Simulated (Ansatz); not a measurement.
# Zr: the cost of one run

Method: DFT r2SCAN, scalar-relativistic, plane waves, PAW, in Ansatz 0.2.0.

## (1) The starting structure

Symmetry: P6_3/mmc, No. 194, hexagonal system. The conventional cell has a = 3.232 Å, b = 3.232 Å, c = 5.147 Å, α = 90.00°, β = 90.00°, γ = 120.00°. Zr (site symmetry -6m2) has 12 Zr at 3.18 to 3.23 Å as nearest neighbours.

Structure file:

```xyz
2
Lattice="3.2320 0.0000 0.0000 -1.6160 2.7990 0.0000 0.0000 0.0000 5.1470" Properties=species:S:1:pos:R:3 pbc="T T T"
Zr    0.0000    1.8660    1.2868
Zr    1.6160    0.9330    3.8603
```

The structure comes from the Crystallography Open Database.

## (2) Probe: one point at the start

The input, input.yaml:

```yaml
crystal:
  lattice:
    - [3.2319982225, 0.0, 0.0]
    - [-1.6159991112, 2.7989925656, 0.0]
    - [0.0, 0.0, 5.147]
  atoms:
    - { symbol: Zr, position: [0.3333333333, 0.6666666667, 0.25] }
    - { symbol: Zr, position: [0.6666666667, 0.3333333333, 0.75] }
basis:
  ecutwfc: 500
kpoints:
  mp_grid: { grid: [6, 6, 4] }
hamiltonian:
  xc: r2scan
scf:
  occupations: { method: gaussian, width: 0.1 }
output:
  forces: true
  stress: true
  eigenvalues: true
```

On the command line:

```bash
$ ansatz run input.yaml --threads 1 --pin off --max-ram 1228MiB --backend cpu --events-out ev --progress --plain --runs-dir out
```

Q: Estimate wall time and peak memory on 1 thread of an x86-64 CPU, shared host.

About 1.4 s, with a peak of 0.43 GiB.
